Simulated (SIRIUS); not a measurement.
# NiMoIrPdW (P3m1) in SIRIUS: convergence with gk cutoff

Aim: find how far gk cutoff must go before the results for NiMoIrPdW settle, at PBEsol. This setting moves, with any that are tied to it; all else stays.

Program: SIRIUS 7.12.0. These are calculated values, not measurements. Logs are shortened: lines on timing, memory, paths and dates and some standing lists are left out, and cuts for length are marked. The log counts tension as positive stress, the text compression.

### 1 The crystal as given

It takes space group P3m1 (No. 156, trigonal). The conventional cell has a = 4.147 Å, b = 4.147 Å, c = 5.416 Å, α = 90.00°, β = 90.00°, γ = 120.00°. Ni (site symmetry 3m) is surrounded by 3 W at 2.40 Å and 3 Ir at 2.71 Å. Mo (site symmetry 3m) has 1 W at 2.49 Å and 3 Ir at 2.64 Å and 3 Pd at 2.85 Å as nearest neighbours. Pd (site symmetry 3m) has 2 Ir at 2.65 to 2.76 Å and 3 W at 2.76 Å and 3 Ni at 2.82 Å and 3 Mo at 2.85 Å as nearest neighbours. Ir (site symmetry 3m) has 3 Mo at 2.64 Å and 2 Pd at 2.65 to 2.76 Å and 3 Ni at 2.71 Å and 3 W at 2.77 Å as nearest neighbours. W (site symmetry 3m) is surrounded by 3 Ni at 2.40 Å and 1 Mo at 2.49 Å.

The cell was built by a generator and needn't be a form met in nature.

### 2 With gk cutoff 2.28 1/bohr

Contents of sirius.json:

```json
{
  "control": {
    "processing_unit": "cpu",
    "std_evp_solver_name": "lapack",
    "gen_evp_solver_name": "lapack",
    "verbosity": 2,
    "print_forces": true,
    "ortho_rf": true,
    "use_second_variation": true,
    "rmt_max": 3.0,
    "num_bands_to_print": 24,
    "save_wf": true
  },
  "parameters": {
    "electronic_structure_method": "full_potential_lapwlo",
    "xc_functionals": ["XC_GGA_X_PBE_SOL", "XC_GGA_C_PBE_SOL"],
    "core_relativity": "dirac",
    "valence_relativity": "iora",
    "num_fv_states": 85,
    "smearing": "fermi_dirac",
    "smearing_width": 0.0018374661,
    "pw_cutoff": 20,
    "gk_cutoff": 2.28,
    "lmax_apw": 10,
    "lmax_rho": 8,
    "lmax_pot": 8,
    "num_mag_dims": 1,
    "auto_rmt": 0,
    "ngridk": [2, 2, 2],
    "shiftk": [0, 0, 0],
    "num_dft_iter": 80,
    "energy_tol": 1e-07,
    "density_tol": 1e-05,
    "use_symmetry": true
  },
  "settings": {"tol_ne": 1e-10},
  "iterative_solver": {"type": "exact"},
  "mixer": {"type": "anderson", "beta": 0.4, "max_history": 8},
  "unit_cell": {
    "lattice_vectors": [[7.836127321, 0.0, 0.0], [-3.9180636605, 6.7862899724, -0.0], [0.0, -0.0, 10.2353047115]],
    "atom_types": ["Ir", "Mo", "Ni", "Pd", "W"],
    "atom_files": {"Ir": "Ir.json", "Mo": "Mo.json", "Ni": "Ni.json", "Pd": "Pd.json", "W": "W.json"},
    "atoms": {
      "Ir": [[0.33333, 0.66667, 0.25641, 0.0, 0.0, 0.6]],
      "Mo": [[0.66667, 0.33333, 0.45996, 0.0, 0.0, 1.0]],
      "Ni": [[0.0, 0.0, 0.02221, 0.0, 0.0, 1.0]],
      "Pd": [[0.33333, 0.66667, 0.74601, 0.0, 0.0, 0.0]],
      "W": [[0.66667, 0.33333, 0.99985, 0.0, 0.0, 0.0]]
    }
  }
}
```

Contents of Ir.json:

```json
{
  "name": "iridium",
  "symbol": "Ir",
  "number": 77,
  "mass": 192.217,
  "rmin": 1e-06,
  "rmt": 2.34,
  "nrmt": 800,
  "rinf": 13.6,
  "core": "1s2s2p3s3p3d4s4p4d",
  "valence": [
    {"basis": [{"enu": 0.27, "dme": 0, "n": 0, "auto": 0}, {"enu": 0.27, "dme": 1, "n": 0, "auto": 0}]},
[... 30 lines left out ...]
    {"l": 3, "basis": [{"enu": 0.37, "dme": 0, "n": 0, "auto": 0}, {"enu": 0.37, "dme": 1, "n": 0, "auto": 0}]},
    {
      "l": 3,
      "basis": [{"enu": -1.6996, "dme": 0, "n": 4, "auto": 1}, {"enu": -1.6996, "dme": 1, "n": 4, "auto": 1}]
    },
    {
      "l": 3,
      "basis": [{"enu": -1.6996, "dme": 1, "n": 4, "auto": 1}, {"enu": 0.37, "dme": 0, "n": 0, "auto": 0}]
    },
    {"l": 3, "basis": [{"enu": 0.37, "dme": 0, "n": 0, "auto": 0}, {"enu": 4.607, "dme": 0, "n": 0, "auto": 0}]},
    {"l": 4, "basis": [{"enu": 0.37, "dme": 0, "n": 0, "auto": 0}, {"enu": 0.37, "dme": 1, "n": 0, "auto": 0}]},
    {"l": 4, "basis": [{"enu": 0.37, "dme": 0, "n": 0, "auto": 0}, {"enu": 3.8765, "dme": 0, "n": 0, "auto": 0}]}
  ],
  "free_atom": [... radial grid and density of the free atom, the start of the SCF ...]
}
```

Contents of Mo.json:

```json
{
  "name": "molybdenum",
  "symbol": "Mo",
  "number": 42,
[... 25 lines left out ...]
    {
      "l": 1,
      "basis": [{"enu": -0.9013, "dme": 0, "n": 4, "auto": 1}, {"enu": -0.9013, "dme": 1, "n": 4, "auto": 1}]
    },
    {
      "l": 1,
      "basis": [{"enu": -0.9013, "dme": 1, "n": 4, "auto": 1}, {"enu": 0.37, "dme": 0, "n": 0, "auto": 0}]
    },
    {"l": 1, "basis": [{"enu": 0.37, "dme": 0, "n": 0, "auto": 0}, {"enu": 4.0046, "dme": 0, "n": 0, "auto": 0}]},
    {"l": 2, "basis": [{"enu": 0.37, "dme": 0, "n": 0, "auto": 0}, {"enu": 0.37, "dme": 1, "n": 0, "auto": 0}]},
    {"l": 2, "basis": [{"enu": 0.37, "dme": 1, "n": 0, "auto": 0}, {"enu": 0.37, "dme": 2, "n": 0, "auto": 0}]},
    {"l": 2, "basis": [{"enu": 0.37, "dme": 0, "n": 0, "auto": 0}, {"enu": 3.4515, "dme": 0, "n": 0, "auto": 0}]},
    {"l": 3, "basis": [{"enu": 0.37, "dme": 0, "n": 0, "auto": 0}, {"enu": 0.37, "dme": 1, "n": 0, "auto": 0}]},
    {"l": 3, "basis": [{"enu": 0.37, "dme": 0, "n": 0, "auto": 0}, {"enu": 3.807, "dme": 0, "n": 0, "auto": 0}]}
  ],
  "free_atom": [... radial grid and density of the free atom, the start of the SCF ...]
}
```

Contents of Ni.json:

```json
{
  "name": "nickel",
  "symbol": "Ni",
  "number": 28,
  "mass": 58.6934,
  "rmin": 1e-06,
  "rmt": 2.12,
  "nrmt": 800,
  "rinf": 14.89,
  "core": "1s2s2p",
  "valence": [
[... 22 lines left out ...]
    {
      "l": 1,
      "basis": [{"enu": -2.0309, "dme": 1, "n": 3, "auto": 1}, {"enu": 0.37, "dme": 0, "n": 0, "auto": 0}]
    },
    {"l": 1, "basis": [{"enu": 0.37, "dme": 0, "n": 0, "auto": 0}, {"enu": 4.464, "dme": 0, "n": 0, "auto": 0}]},
    {"l": 2, "basis": [{"enu": 0.359, "dme": 0, "n": 0, "auto": 0}, {"enu": 0.359, "dme": 1, "n": 0, "auto": 0}]},
    {"l": 2, "basis": [{"enu": 0.359, "dme": 1, "n": 0, "auto": 0}, {"enu": 0.359, "dme": 2, "n": 0, "auto": 0}]},
    {"l": 2, "basis": [{"enu": 0.359, "dme": 0, "n": 0, "auto": 0}, {"enu": 3.83, "dme": 0, "n": 0, "auto": 0}]},
    {"l": 3, "basis": [{"enu": 0.37, "dme": 0, "n": 0, "auto": 0}, {"enu": 0.37, "dme": 1, "n": 0, "auto": 0}]},
    {"l": 3, "basis": [{"enu": 0.37, "dme": 0, "n": 0, "auto": 0}, {"enu": 4.2415, "dme": 0, "n": 0, "auto": 0}]}
  ],
  "free_atom": [... radial grid and density of the free atom, the start of the SCF ...]
}
```

Contents of Pd.json:

```json
{
  "name": "palladium",
  "symbol": "Pd",
  "number": 46,
[... 19 lines left out ...]
    {
      "l": 1,
      "basis": [{"enu": -1.3549, "dme": 0, "n": 4, "auto": 1}, {"enu": -1.3549, "dme": 1, "n": 4, "auto": 1}]
    },
    {
      "l": 1,
      "basis": [{"enu": -1.3549, "dme": 1, "n": 4, "auto": 1}, {"enu": 0.37, "dme": 0, "n": 0, "auto": 0}]
    },
    {"l": 1, "basis": [{"enu": 0.37, "dme": 0, "n": 0, "auto": 0}, {"enu": 4.0046, "dme": 0, "n": 0, "auto": 0}]},
    {"l": 2, "basis": [{"enu": 0.37, "dme": 0, "n": 0, "auto": 0}, {"enu": 0.37, "dme": 1, "n": 0, "auto": 0}]},
    {"l": 2, "basis": [{"enu": 0.37, "dme": 1, "n": 0, "auto": 0}, {"enu": 0.37, "dme": 2, "n": 0, "auto": 0}]},
    {"l": 2, "basis": [{"enu": 0.37, "dme": 0, "n": 0, "auto": 0}, {"enu": 3.4515, "dme": 0, "n": 0, "auto": 0}]},
    {"l": 3, "basis": [{"enu": 0.37, "dme": 0, "n": 0, "auto": 0}, {"enu": 0.37, "dme": 1, "n": 0, "auto": 0}]},
    {"l": 3, "basis": [{"enu": 0.37, "dme": 0, "n": 0, "auto": 0}, {"enu": 3.807, "dme": 0, "n": 0, "auto": 0}]}
  ],
  "free_atom": [... radial grid and density of the free atom, the start of the SCF ...]
}
```

Contents of W.json:

```json
{
  "name": "tungsten",
  "symbol": "W",
  "number": 74,
  "mass": 183.84,
  "rmin": 1e-06,
  "rmt": 2.34,
  "nrmt": 800,
  "rinf": 14.93,
  "core": "1s2s2p3s3p3d4s4p4d",
  "valence": [
    {"basis": [{"enu": 0.27, "dme": 0, "n": 0, "auto": 0}, {"enu": 0.27, "dme": 1, "n": 0, "auto": 0}]},
[... 30 lines left out ...]
    {"l": 3, "basis": [{"enu": 0.37, "dme": 0, "n": 0, "auto": 0}, {"enu": 0.37, "dme": 1, "n": 0, "auto": 0}]},
    {
      "l": 3,
      "basis": [{"enu": -0.6962, "dme": 0, "n": 4, "auto": 1}, {"enu": -0.6962, "dme": 1, "n": 4, "auto": 1}]
    },
    {
      "l": 3,
      "basis": [{"enu": -0.6962, "dme": 1, "n": 4, "auto": 1}, {"enu": 0.37, "dme": 0, "n": 0, "auto": 0}]
    },
    {"l": 3, "basis": [{"enu": 0.37, "dme": 0, "n": 0, "auto": 0}, {"enu": 4.607, "dme": 0, "n": 0, "auto": 0}]},
    {"l": 4, "basis": [{"enu": 0.37, "dme": 0, "n": 0, "auto": 0}, {"enu": 0.37, "dme": 1, "n": 0, "auto": 0}]},
    {"l": 4, "basis": [{"enu": 0.37, "dme": 0, "n": 0, "auto": 0}, {"enu": 3.8765, "dme": 0, "n": 0, "auto": 0}]}
  ],
  "free_atom": [... radial grid and density of the free atom, the start of the SCF ...]
}
```

Contents of sirius_start.json:

```json
{
  "control": {
    "processing_unit": "cpu",
    "std_evp_solver_name": "lapack",
    "gen_evp_solver_name": "lapack",
    "verbosity": 1,
    "print_forces": false,
    "ortho_rf": true,
    "use_second_variation": true,
    "rmt_max": 3.0,
    "num_bands_to_print": 24,
    "save_wf": false
  },
  "parameters": {
    "electronic_structure_method": "full_potential_lapwlo",
    "xc_functionals": ["XC_LDA_X", "XC_LDA_C_PW"],
    "core_relativity": "dirac",
    "valence_relativity": "iora",
    "num_fv_states": 85,
    "smearing": "fermi_dirac",
    "smearing_width": 0.0055123983,
    "pw_cutoff": 20,
    "gk_cutoff": 1.83,
    "lmax_apw": 10,
    "lmax_rho": 8,
    "lmax_pot": 8,
    "num_mag_dims": 1,
    "auto_rmt": 0,
    "ngridk": [1, 1, 1],
    "shiftk": [0, 0, 0],
    "num_dft_iter": 30,
    "energy_tol": 0.01,
    "density_tol": 0.05,
    "use_symmetry": true
  },
  "settings": {"tol_ne": 1e-10},
  "iterative_solver": {"type": "exact"},
  "mixer": {"type": "anderson", "beta": 0.4, "max_history": 8},
  "unit_cell": {
    "lattice_vectors": [[7.836127321, 0.0, 0.0], [-3.9180636605, 6.7862899724, -0.0], [0.0, -0.0, 10.2353047115]],
    "atom_types": ["Ir", "Mo", "Ni", "Pd", "W"],
    "atom_files": {"Ir": "Ir.json", "Mo": "Mo.json", "Ni": "Ni.json", "Pd": "Pd.json", "W": "W.json"},
    "atoms": {
      "Ir": [[0.33333, 0.66667, 0.25641, 0.0, 0.0, 0.6]],
      "Mo": [[0.66667, 0.33333, 0.45996, 0.0, 0.0, 1.0]],
      "Ni": [[0.0, 0.0, 0.02221, 0.0, 0.0, 1.0]],
      "Pd": [[0.33333, 0.66667, 0.74601, 0.0, 0.0, 0.0]],
      "W": [[0.66667, 0.33333, 0.99985, 0.0, 0.0, 0.0]]
    }
  }
}
```

Potentials or basis: all-electron FP-LAPW, apw+lo standard.

Command:

```bash
$ OMP_NUM_THREADS=2 sirius.scf --input=sirius_start.json --output=start.json
$ OMP_NUM_THREADS=2 sirius.scf --input=sirius.json --output=output.json --task=1
```

Standard output:

```text
[info] SIRIUS version : 7.12.0
[info] number of MPI ranks           : 1
[info] MPI grid                      : 1 1
[info] maximum number of OMP threads : 2
[fft] FFT context for density and potential
[fft] =====================================
[fft]   plane wave cutoff                     : 20
[fft]   grid size                             : 54 54 72   total : 209952
[fft]   grid limits                           : -26 27   -26 27   -35 36
[fft]   number of G-vectors within the cutoff : 73379
[fft]   number of G-shells                    : 9835
[fft] FFT context for coarse grid
[fft] =====================================
[fft]   plane wave cutoff                     : 4.56
[fft]   grid size                             : 15 15 18   total : 4050
[fft]   grid limits                           : -7 7   -7 7   -8 9
[fft]   number of G-vectors within the cutoff : 879
[fft]   number of G-shells                    : 146
[unit cell] lattice vectors
[unit cell]   a1 :       7.8361273210      0.0000000000      0.0000000000
[unit cell]   a2 :      -3.9180636605      6.7862899724     -0.0000000000
[unit cell]   a3 :       0.0000000000     -0.0000000000     10.2353047115
[unit cell] reciprocal lattice vectors
[unit cell]   b1 :       0.8018227691      0.4629322747      0.0000000000
[unit cell]   b2 :      -0.0000000000      0.9258645494      0.0000000000
[unit cell]   b3 :      -0.0000000000      0.0000000000      0.6138737912
[unit cell] unit cell volume :       544.29541121 [a.u.^3]
[unit cell] 1/sqrt(omega)    :         0.04286301
[unit cell] MT volume        :       242.67833963 (44.59%)
[unit cell] IT volume        :       301.61707158 (55.41%)
[unit cell] number of atom types : 5
[unit cell] type id : 0 symbol : Ir mt_radius :   2.340000 num_atoms : 1
[unit cell] type id : 1 symbol : Mo mt_radius :   2.250000 num_atoms : 1
[... 855 lines left out ...]
[find] --------------------------------------------------------------------------------
[find]    0   74.703413    6.036390e-07  [  0.00000,   0.00000,   0.00001]    0.000013
[find]    1   39.184276    5.036898e-06  [  0.00000,   0.00000,  -0.00000]    0.000003
[find]    2   26.611281    1.957392e-12  [  0.00000,   0.00000,   0.00000]    0.000001
[find]    3   43.936538    1.189147e-07  [  0.00000,   0.00000,   0.00001]    0.000007
[find]    4   71.332889    3.721386e-06  [  0.00000,   0.00000,   0.00000]    0.000003
[find] total core leakage    : 9.48083951e-06
[find] interstitial charge   : 11.231581
[find] interstitial moment   : [  0.00000,   0.00000,   0.00000], magnitude : 0.000005
[find] total charge          : 266.999979
[find] total moment          : [  0.00000,   0.00000,   0.00003], magnitude : 0.000027
[find] Energy
[find] --------------------------------------------------------------------------------
[find] valence_eval_sum               :     -94.05346875
[find] core_eval_sum                  :  -27060.06234985
[find] kinetic energy                 :   49559.94104329
[find] enuc                           :  -55489.38509076
[find] <rho|V^{XC}>                   :   -1303.21827177
[find] <rho|E^{XC}>                   :    -990.36198217
[find] <mag|B^{XC}>                   :      -0.00000000
[find] <rho|V^{H}>                    :  -75410.83859012
[find] smearing (-TS)                 :      -0.00096008
[find] SCF correction                 :      -0.00004741
[find] Total energy                   :  -44625.22537211 (Ha),  -89250.45074422 (Ry)
[find] Free energy (E-TS)             :  -44625.22633219 (Ha),  -89250.45266439 (Ry)
[find] band gap (eV)                  :       0.00000000
[find] Efermi                         :       0.36005872
[ground_state]
[ground_state] ==== total Forces in Ha/bohr =====
[ground_state] atom:    0, force:       0.0000033     -0.0000018     -0.0033392
[ground_state] atom:    1, force:      -0.0000047      0.0000030     -0.0494562
[ground_state] atom:    2, force:       0.0000023     -0.0000010      0.0042602
[ground_state] atom:    3, force:       0.0000021     -0.0000014      0.0075657
[ground_state] atom:    4, force:      -0.0000029      0.0000027      0.0422179
[ground_state] ==== contribution from density =====
[ground_state] atom:    0, force:      -0.0001110      0.0000694      0.1072009
[ground_state] atom:    1, force:       0.0000396     -0.0000182     -0.3809387
[ground_state] atom:    2, force:      -0.0000536      0.0000307     -0.1233828
[ground_state] atom:    3, force:      -0.0000573      0.0000351     -0.1414913
[ground_state] atom:    4, force:       0.0000034     -0.0000001      0.5422595
[ground_state] ==== contribution from Hartree potential =====
[ground_state] atom:    0, force:       0.0001354     -0.0000825     -0.1077656
[ground_state] atom:    1, force:      -0.0000568      0.0000280      0.5186726
[ground_state] atom:    2, force:       0.0000620     -0.0000357      0.1253453
[ground_state] atom:    3, force:       0.0000685     -0.0000413      0.1180144
[ground_state] atom:    4, force:      -0.0000278      0.0000153     -0.6617953
[ground_state] ==== contribution from IBS =====
[ground_state] atom:    0, force:      -0.0000212      0.0000114     -0.0027745
[ground_state] atom:    1, force:       0.0000125     -0.0000068     -0.1871901
[ground_state] atom:    2, force:      -0.0000060      0.0000040      0.0022977
[ground_state] atom:    3, force:      -0.0000091      0.0000049      0.0310427
[ground_state] atom:    4, force:       0.0000215     -0.0000125      0.1617537
```

Wall time 7.7 min (2 threads of Intel Xeon Platinum 8259CL at 2.50GHz (Skylake/Cascade Lake), shared host); peak memory 1.1 GiB.

What came out:

```yaml
Free_energy: -1214314.2700 eV
Largest_force: 2.543 eV/Å
Band_gap_on_the_k_mesh: none (metal or under the smearing width)
Net_moment: 0.00 μB per cell
All_electrons_inside_the_program's_atomic_spheres: Ni 26.61; Mo 39.18; Pd 43.94; Ir 74.70; W 71.33 (radii Ir 2.34, Mo 2.25, Ni 2.12, Pd 2.25, W 2.34 bohr)
```

(Part 1 of 4 ends here.)
